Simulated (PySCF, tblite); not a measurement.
**C₆H₈GeO₂: geometry, infrared bands and NMR shifts**

Wanted: the infrared bands and NMR shifts of C₆H₈GeO₂ (`C=Cc1occc1[O][GeH3]`), by calculation.

Programs: tblite 0.8.0 and PySCF 2.14.0, with density-fitted response routines of our own. Each step states its level of theory. These are calculated values for one molecule in the gas phase, unless marked as measured. Atoms are numbered from 0 throughout.

## (1) The starting structure

17 atoms, charge 0, multiplicity 1; geometry from: force field or distance geometry start.

Bonds of the start (Å): C0–C1 1.31, C1–C2 1.45, C2–O3 1.32, O3–C4 1.30, C4–C5 1.39, C5–C6 1.38, C6–O7 1.40, O7–Ge8 1.78, C6–C2 1.38, C0–H9 1.08, C0–H10 1.08, C1–H11 1.09, C4–H12 1.08, C5–H13 1.08, Ge8–H14 1.54, Ge8–H15 1.54, Ge8–H16 1.53.

## (2) Relaxing the molecule with GFN2-xTB

The job: settings as JSON, then the geometry in Å.

```
{"job": {"kind": "relax", "xc": "GFN2-xTB", "basis": "xTB"}, "charge": 0, "multiplicity": 1}
C     -3.063100    -1.178600    -0.736700
C     -1.779100    -1.112600    -0.475000
C     -1.048800     0.114000    -0.205200
O     -1.492000     1.357700    -0.195700
C     -0.550400     2.214600     0.090200
C      0.639800     1.524800     0.262800
C      0.302200     0.198100     0.072800
O      1.191000    -0.884100     0.164800
Ge     2.932500    -0.752600     0.530600
H     -3.523800    -2.143500    -0.909300
H     -3.649200    -0.269800    -0.774000
H     -1.224000    -2.047400    -0.432900
H     -0.696100     3.285700     0.159200
H      1.613000     1.931700     0.496300
H      3.138800    -0.981900     2.043400
H      3.656800    -1.849000    -0.268000
H      3.545700     0.605000     0.166600
```

The run is started by

```sh
$ OMP_NUM_THREADS=1 python probes_run.py task.json out
```

One launch serves the whole session: the jobs run in the order shown.

What it wrote:

```text
step      E/eV     max force
  0    -733.38972    3.082
  1    -733.59788    0.847
  2    -733.63146    0.499
  3    -733.66446    0.484
  4    -733.70200    0.413
  5    -733.71328    0.295
  6    -733.72338    0.236
  7    -733.73025    0.224
  8    -733.73570    0.193
  9    -733.73934    0.161
 10    -733.74255    0.168
 11    -733.74588    0.155
 12    -733.74941    0.170
 13    -733.75342    0.217
 14    -733.75752    0.196
 15    -733.76092    0.145
 16    -733.76345    0.150
 17    -733.76549    0.120
 18    -733.76747    0.115
 19    -733.76943    0.108
 20    -733.77128    0.101
 21    -733.77308    0.110
 22    -733.77477    0.095
 23    -733.77614    0.089
 24    -733.77707    0.073
 25    -733.77773    0.064
 26    -733.77837    0.072
 27    -733.77919    0.085
 28    -733.78022    0.089
 29    -733.78135    0.102
 30    -733.78240    0.097
 31    -733.78330    0.071
 32    -733.78411    0.081
 33    -733.78483    0.063
 34    -733.78539    0.060
 35    -733.78588    0.052
 36    -733.78646    0.072
 37    -733.78731    0.102
 38    -733.78842    0.102
 39    -733.78948    0.078
 40    -733.79026    0.069
 41    -733.79088    0.080
 42    -733.79162    0.092
 43    -733.79262    0.087
 44    -733.79386    0.099
 45    -733.79523    0.106
 46    -733.79660    0.086
 47    -733.79773    0.075
 48    -733.79851    0.059
 49    -733.79907    0.059
 50    -733.79963    0.079
 51    -733.80025    0.096
 52    -733.80097    0.061
 53    -733.80150    0.033
 54    -733.80167    0.031
 55    -733.80186    0.034
 56    -733.80217    0.050
 57    -733.80248    0.049
 58    -733.80268    0.027
 59    -733.80277    0.025
 60    -733.80285    0.027
 61    -733.80300    0.035
 62    -733.80323    0.050
 63    -733.80354    0.049
 64    -733.80380    0.037
 65    -733.80401    0.034
 66    -733.80423    0.037
 67    -733.80451    0.052
 68    -733.80488    0.053
 69    -733.80536    0.058
 70    -733.80595    0.065
 71    -733.80659    0.056
 72    -733.80712    0.050
 73    -733.80749    0.051
 74    -733.80779    0.042
 75    -733.80811    0.047
 76    -733.80843    0.045
 77    -733.80859    0.034
 78    -733.80873    0.030
 79    -733.80882    0.025
 80    -733.80892    0.019
 81    -733.80901    0.023
 82    -733.80912    0.027
 83    -733.80920    0.024
 84    -733.80926    0.024
 85    -733.80934    0.021
 86    -733.80944    0.023
 87    -733.80956    0.023
 88    -733.80968    0.025
 89    -733.80980    0.029
 90    -733.80993    0.028
 91    -733.81007    0.029
 92    -733.81021    0.032
 93    -733.81033    0.030
 94    -733.81043    0.021
 95    -733.81049    0.015
 96    -733.81054    0.015
 97    -733.81057    0.012
 98    -733.81062    0.013
 99    -733.81067    0.017
100    -733.81075    0.024
101    -733.81085    0.028
102    -733.81100    0.032
103    -733.81119    0.033
104    -733.81136    0.030
105    -733.81149    0.028
106    -733.81158    0.025
107    -733.81169    0.029
108    -733.81184    0.048
109    -733.81205    0.063
110    -733.81232    0.060
111    -733.81260    0.037
112    -733.81279    0.034
113    -733.81293    0.029
114    -733.81305    0.032
115    -733.81316    0.026
116    -733.81329    0.026
117    -733.81342    0.030
118    -733.81354    0.030
119    -733.81364    0.024
120    -733.81372    0.020
121    -733.81378    0.018
122    -733.81381    0.018
123    -733.81384    0.012
124    -733.81385    0.008
```

It took 2.4 s on 1 thread of Intel Xeon at 2.70GHz, shared host; peak memory 0.18 GiB.

Along the way: (not every step is listed)

```tsv
step	energy from step 0 (eV)	largest force (eV/Å)
0	0.0000	3.0815
1	-0.2082	0.8470
2	-0.2417	0.4990
3	-0.2747	0.4841
4	-0.3123	0.4126
5	-0.3236	0.2953
6	-0.3337	0.2356
7	-0.3405	0.2235
8	-0.3460	0.1931
19	-0.3797	0.1081
30	-0.3927	0.0972
41	-0.4012	0.0804
52	-0.4112	0.0608
63	-0.4138	0.0494
74	-0.4181	0.0424
85	-0.4196	0.0210
96	-0.4208	0.0154
107	-0.4220	0.0290
118	-0.4238	0.0302
119	-0.4239	0.0240
120	-0.4240	0.0197
121	-0.4241	0.0177
122	-0.4241	0.0184
123	-0.4241	0.0116
124	-0.4241	0.0079
```

Close pairs (by a distance rule), those that changed most:

```tsv
bond	before (Å)	after (Å)	change (Å)
C6–O7	1.403	1.350	-0.053
Ge8–H15	1.538	1.487	-0.051
Ge8–H14	1.544	1.503	-0.041
C2–O3	1.320	1.359	+0.039
C5–C6	1.382	1.416	+0.034
O3–C4	1.305	1.337	+0.032
Ge8–H16	1.533	1.503	-0.031
O7–Ge8	1.784	1.758	-0.026
```

The final coordinates are the input of the step that follows.

## (3) Infrared spectrum with GFN2-xTB

The job: settings as JSON, then the geometry in Å.

```
{"job": {"kind": "ir", "xc": "GFN2-xTB", "basis": "xTB"}, "charge": 0, "multiplicity": 1}
C     -3.013971    -1.127187    -0.821546
C     -1.712132    -1.118271    -0.550037
C     -0.958503     0.051656    -0.190382
O     -1.545884     1.273689    -0.095601
C     -0.601755     2.154137     0.253233
C      0.608406     1.545732     0.394225
C      0.385376     0.177112     0.107467
O      1.273653    -0.840024     0.109216
Ge     2.988361    -0.746167     0.487280
H     -3.528527    -2.033604    -1.085754
H     -3.598229    -0.223926    -0.785008
H     -1.120269    -2.022233    -0.585382
H     -0.904189     3.176319     0.370905
H      1.547021     1.991481     0.664924
H      3.161388    -0.255713     1.897049
H      3.349119    -2.176303     0.299119
H      3.663138     0.185333    -0.479618
```

What it wrote:

```text
mode    cm-1     km/mol
  1      46.2      1.71
  2      86.1      0.41
  3     114.6      0.00
  4     132.3      0.02
  5     145.8      0.24
  6     214.0      2.79
  7     267.9     11.98
  8     328.2      0.90
  9     446.4     55.63
 10     525.2      5.04
 11     564.7     24.52
 12     570.5     66.46
 13     612.0     13.14
 14     630.7     90.88
 15     650.1     81.40
 16     695.2      0.00
 17     738.1    385.50
 18     761.1      9.55
 19     783.7      3.23
 20     785.2     87.86
 21     805.0     77.11
 22     824.4    156.97
 23     868.6     15.53
 24     878.4      5.65
 25    1004.8     19.32
 26    1009.3     20.96
 27    1053.5     42.15
 28    1076.2     58.52
 29    1162.8     17.41
 30    1243.3    158.33
 31    1267.3     49.15
 32    1278.4     40.29
 33    1385.2      8.49
 34    1434.7     42.90
 35    1485.2     24.10
 36    1580.7    173.58
 37    1661.7     32.69
 38    1937.9    107.02
 39    1995.2    522.09
 40    2109.5    346.58
 41    3077.2     15.42
 42    3115.1      9.07
 43    3136.4     23.69
 44    3145.6     35.87
 45    3165.7      4.58
```

Wall time 1.7 s (1 thread of Intel Xeon at 2.70GHz, shared host); peak memory 0.18 GiB.

Which atoms move in the most intense modes:

```tsv
cm⁻¹	km/mol	atoms
631	90.9	H15 27 %, O7 15 %, C1 13 %, H16 12 %
738	385.5	H16 23 %, H14 23 %, H15 21 %
824	157.0	H14 48 %, H16 47 %
1243	158.3	C4 24 %, O3 15 %, C6 12 %, H12 12 %
1581	173.6	C6 37 %, C2 27 %, C5 17 %, C4 12 %
1938	107.0	H16 47 %, H14 46 %
1995	522.1	H14 49 %, H16 49 %
2110	346.6	H15 92 %
```

## (4) Shielding tensors: PBE0/pcSseg-1

The job, as its differences from that of step 3:

```diff
@@ -1,2 +1,2 @@
-{"job": {"kind": "ir", "xc": "GFN2-xTB", "basis": "xTB"}, "charge": 0, "multiplicity": 1}
+{"job": {"kind": "nmr", "xc": "PBE0", "basis": "pcSseg-1"}, "charge": 0, "multiplicity": 1}
 C     -3.013971    -1.127187    -0.821546
```

With the program's defaults for keys left out, this is: GIAO PBE0/pcSseg-1 NMR shielding, non-relativistic, gas phase.

What it wrote:

```text
coarse grid: 68632 points
cycle   1  E = -2459.7491146580  dE =  1.072e+00  |g| = 1.123e+00  |ddm| = 4.141e+00
cycle   2  E = -2459.5833097098  dE =  1.658e-01  |g| = 1.450e+00  |ddm| = 1.748e+00
cycle   3  E = -2459.8820485666  dE = -2.987e-01  |g| = 2.605e-01  |ddm| = 1.276e+00
cycle   4  E = -2459.8936808099  dE = -1.163e-02  |g| = 7.176e-02  |ddm| = 2.374e-01
cycle   5  E = -2459.8943999241  dE = -7.191e-04  |g| = 1.339e-02  |ddm| = 6.234e-02
cycle   6  E = -2459.8944263074  dE = -2.638e-05  |g| = 8.240e-03  |ddm| = 1.849e-02
cycle   7  E = -2459.8944414455  dE = -1.514e-05  |g| = 1.631e-03  |ddm| = 7.686e-03
cycle   8  E = -2459.8944420004  dE = -5.548e-07  |g| = 5.915e-04  |ddm| = 1.878e-03
final grid: 145680 points
cycle   9  E = -2459.8944546550  dE =  1.377e-07  |g| = 1.027e-03  |ddm| = 2.355e-03
cycle  10  E = -2459.8944540568  dE =  5.982e-07  |g| = 1.912e-03  |ddm| = 2.554e-03
cycle  11  E = -2459.8944549015  dE = -8.447e-07  |g| = 1.423e-04  |ddm| = 1.675e-03
cycle  12  E = -2459.8944549058  dE = -4.283e-09  |g| = 1.723e-05  |ddm| = 1.150e-04
cycle  13  E = -2459.8944549059  dE = -7.913e-11  |g| = 5.482e-06  |ddm| = 2.019e-05
converged SCF energy = -2459.8944549059

GIAO shielding tensors (ppm)
atom      isotropic    diamagn.    paramagn.     s11        s22        s33       span
  0 C       75.116     252.393    -177.277    -26.739     78.131    173.955    200.695
  1 C       57.689     253.134    -195.445    -62.229     69.190    166.105    228.333
  2 C       40.749     257.252    -216.503    -14.459     34.065    102.639    117.098
  3 O       67.789     399.559    -331.770    -63.676     -5.007    272.048    335.724
  4 C       42.821     252.502    -209.680    -33.245     49.614    112.094    145.340
  5 C       78.653     260.284    -181.631      1.398     78.729    155.832    154.435
  6 C       34.026     254.297    -220.272    -17.116     22.312     96.881    113.997
  7 O      282.989     407.046    -124.057    191.644    295.142    362.182    170.538
  8 Ge    1411.777    2756.212   -1344.436   1302.243   1308.871   1624.216    321.974
  9 H       26.494      28.131      -1.637     24.464     25.000     30.018      5.554
 10 H       25.966      30.819      -4.853     23.246     23.854     30.797      7.550
 11 H       24.801      32.125      -7.324     21.524     23.004     29.873      8.349
 12 H       24.484      30.532      -6.049     21.312     25.441     26.698      5.387
 13 H       25.540      33.369      -7.829     22.854     24.983     28.784      5.930
 14 H       26.505      28.863      -2.358     20.101     22.356     37.059     16.958
 15 H       26.758      28.796      -2.038     19.285     22.814     38.175     18.890
 16 H       26.498      28.864      -2.366     20.083     22.367     37.044     16.961
```

It took 2 min on 1 thread of Intel Xeon at 2.70GHz, shared host; peak memory 1 GiB.

Shifts follow as δ = σ(reference) − σ, with reference shieldings (ppm) from runs at the same level and on the same kind of geometry: 1H TMS 31.72, 13C TMS 186.9, 17O H2O 336.1, 73Ge GeMe4 1331. The references are single molecules in the gas phase, so shifts against H2O, NH3, PH3, H3PO4 or CFCl3 are not on the usual liquid scales and can be off by tens of ppm. Atoms listed in one row are averaged.

```tsv
atoms	environment	σ (ppm)	δ (ppm)
C6	aromatic carbon bearing oxygen	34.0	152.9
C2	substituted aromatic carbon next to the ring oxygen	40.7	146.2
C4	aromatic CH next to the ring oxygen	42.8	144.1
C1	alkene CH	57.7	129.2
C0	terminal =CH2 carbon	75.1	111.8
C5	aromatic CH	78.7	108.3
H12	hydrogen on an aromatic CH next to the ring oxygen	24.48	7.23
H11	hydrogen on an alkene CH	24.80	6.92
H13	hydrogen on an aromatic CH	25.54	6.18
H10	hydrogen on a terminal =CH2 carbon	25.97	5.75
H9	hydrogen on a terminal =CH2 carbon	26.49	5.22
H14, H15, H16	hydrogen on a germanium bonded to O	26.59	5.13
O3	aromatic ring oxygen	67.8	268.3
O7	oxygen bonded to C, Ge	283.0	53.1
Ge8	germanium bonded to O, 3 H	1412	-81
```

Charges from the same density, by scheme (e):

```tsv
atoms	Mulliken	IAO	Hirshfeld	ESP fit
C0	-0.13	-0.33	-0.12	-0.37
C1	-0.17	-0.15	-0.06	-0.26
C2	0.20	0.11	0.03	0.18
O3	-0.39	-0.23	-0.05	-0.12
C4	0.18	0.02	0.01	-0.11
C5	-0.20	-0.28	-0.11	-0.37
C6	0.20	0.15	0.04	0.23
O7	-0.71	-0.56	-0.21	-0.39
Ge8	0.51	0.75	0.41	0.46
```

Mayer bond orders: C0–C1 1.89, C1–C2 1.11, C2–O3 1.00, O3–C4 1.12, C4–C5 1.57, C5–C6 1.29, C6–O7 0.99, O7–Ge8 0.76, C6–C2 1.44.

Ring of atoms C2, O3, C4, C5, C6: NICS(0) -11.7, NICS(1) -9.2, NICS(1)zz -21.4 ppm (means of both faces).

The fields below are evaluated on a grid from the run's orbitals.

Frontier orbitals at PBE0/pcSseg-1, with the share of their density that lies nearest to each atom:

```tsv
orbital	energy (eV)	lies on
HOMO	-5.67	C0, C2 about 21 % each; C4, C6 about 15 % each; O7 9 %
LUMO	-0.60	C0, C4 about 17 % each; C1 13 %; C2, C6 about 10 % each
```

ELF in a plane through or near 15 of the atoms.

Values, 10 rows by 14 columns:
```
0.00 0.00 0.00 0.00 0.00 0.00 0.00 0.00 0.00 0.00 0.00 0.00 0.00 0.00
0.00 0.00 0.00 0.00 0.00 0.00 0.00 0.00 0.00 0.00 0.00 0.00 0.00 0.00
0.00 0.00 0.15 0.99 0.98 0.02 0.00 0.00 0.09 0.00 0.00 0.02 0.00 0.00
0.00 0.00 0.33 0.98 0.88 0.15 0.58 0.10 1.00 0.51 0.59 1.00 0.71 0.00
0.00 0.00 0.11 0.42 0.66 0.68 0.76 0.05 0.62 0.23 0.51 0.60 0.05 0.00
0.00 0.00 0.06 0.29 0.15 0.10 0.30 0.83 0.18 0.05 0.77 1.00 0.35 0.00
0.00 0.00 0.00 0.00 0.63 0.98 0.75 0.42 0.42 0.90 0.05 0.04 0.00 0.00
0.00 0.00 0.00 0.00 0.51 0.63 0.10 0.89 0.66 0.02 0.00 0.00 0.00 0.00
0.00 0.00 0.00 0.00 0.00 0.00 0.02 0.99 0.97 0.00 0.00 0.00 0.00 0.00
0.00 0.00 0.00 0.00 0.00 0.00 0.00 0.00 0.00 0.00 0.00 0.00 0.00 0.00
```
The map spans 12.8 Å across and 11.7 Å up, centred on the molecule. Atoms in the plane (x, y in Å): C0 (3.2, 0.9), C1 (1.9, 1.0), C2 (1.0, -0.1), O3 (1.4, -1.4), C4 (0.4, -2.2), C5 (-0.8, -1.5), C6 (-0.4, -0.1), O7 (-1.2, 0.9), Ge8 (-3.0, 1.0), H9 (3.8, 1.8), H10 (3.7, -0.1), H11 (1.4, 2.0), H12 (0.6, -3.3), H13 (-1.8, -1.9), H15 (-3.2, 2.5).

log10 of the density (e/Å³) in the same plane.

Values, 10 rows by 14 columns:
```
-4.0 -4.0 -4.0 -4.0 -4.0 -4.0 -4.0 -4.0 -4.0 -4.0 -4.0 -4.0 -4.0 -4.0
-4.0 -4.0 -4.0 -3.4 -3.4 -4.0 -4.0 -4.0 -4.0 -4.0 -4.0 -4.0 -4.0 -4.0
-4.0 -3.6 -2.5 -1.4 -1.5 -2.6 -3.5 -3.1 -2.4 -2.7 -2.9 -2.8 -3.5 -4.0
-4.0 -2.9 -1.7 -0.1 -0.3 -1.0 -1.0 -1.5 -0.1 -0.6 -0.7 -0.4 -1.8 -3.7
-4.0 -2.7 -1.4  0.8  1.5  0.6  0.5 -0.9  0.0  0.5  1.6 -0.3 -1.8 -3.6
-4.0 -3.0 -1.9 -1.0 -1.1 -0.8  0.4  0.2  0.5 -0.9 -0.6 -0.6 -2.0 -3.9
-4.0 -3.9 -3.0 -2.4 -1.3  0.1  1.6  0.0  0.9 -0.1 -1.7 -2.5 -3.4 -4.0
-4.0 -4.0 -4.0 -3.4 -2.0 -1.2 -1.0  0.2 -0.4 -1.8 -3.1 -4.0 -4.0 -4.0
-4.0 -4.0 -4.0 -4.0 -3.9 -3.2 -2.3 -1.0 -1.4 -3.0 -4.0 -4.0 -4.0 -4.0
-4.0 -4.0 -4.0 -4.0 -4.0 -4.0 -4.0 -3.6 -3.8 -4.0 -4.0 -4.0 -4.0 -4.0
```
The map spans 12.8 Å across and 11.7 Å up, centred on the molecule. Atoms in the plane (x, y in Å): C0 (3.2, 0.9), C1 (1.9, 1.0), C2 (1.0, -0.1), O3 (1.4, -1.4), C4 (0.4, -2.2), C5 (-0.8, -1.5), C6 (-0.4, -0.1), O7 (-1.2, 0.9), Ge8 (-3.0, 1.0), H9 (3.8, 1.8), H10 (3.7, -0.1), H11 (1.4, 2.0), H12 (0.6, -3.3), H13 (-1.8, -1.9), H15 (-3.2, 2.5).

On the surface of density 0.002 e/bohr³ the electrostatic potential runs, from the 1st to the 99th percentile, from -0.96 V near O7 to 1.64 V near H16.

## (5) Results

| quantity | value |
| --- | --- |
| strongest single infrared mode (GFN2-xTB) | 1995 cm⁻¹, 522 km/mol |
| zero-point energy (GFN2-xTB) | 72.6 kcal/mol |
| 13C shifts against TMS (PBE0/pcSseg-1) | 152.9, 146.2, 144.1, 129.2, 111.8, 108.3 ppm |
| 1H shifts against TMS (PBE0/pcSseg-1, means over atoms taken as alike) | 7.23, 6.92, 6.18, 5.75, 5.22, 5.13 ppm |
| 17O shifts against H2O (PBE0/pcSseg-1) | 268.3, 53.1 ppm |
| 73Ge shifts against GeMe4 (PBE0/pcSseg-1) | -81 ppm |
| surface potential, 1st and 99th percentile | -0.96 V and 1.64 V |

**Reading.** Over 124 steps the energy fell by 0.424 eV; of the close pairs, C6–O7 changed most, 1.403 to 1.350 Å. All 45 modes are real, so the xTB geometry is a minimum. The strongest single mode, at 1995 cm⁻¹, moves mainly H14 and H16. Unscaled tight-binding wavenumbers are off by several per cent, some by more. Its intensities can rank the bands wrongly. NICS(1)zz of -21 ppm above the planar ring from C2 marks a diatropic (aromatic) ring current. By nearest atom (PBE0/pcSseg-1), the HOMO sits on C0, C2 about 21 % each; C4, C6 about 15 % each and the LUMO on C0, C4 about 17 % each; C1 13 %. Spin-orbit coupling is left out, which matters for shieldings and couplings at and beside the heavy atoms.
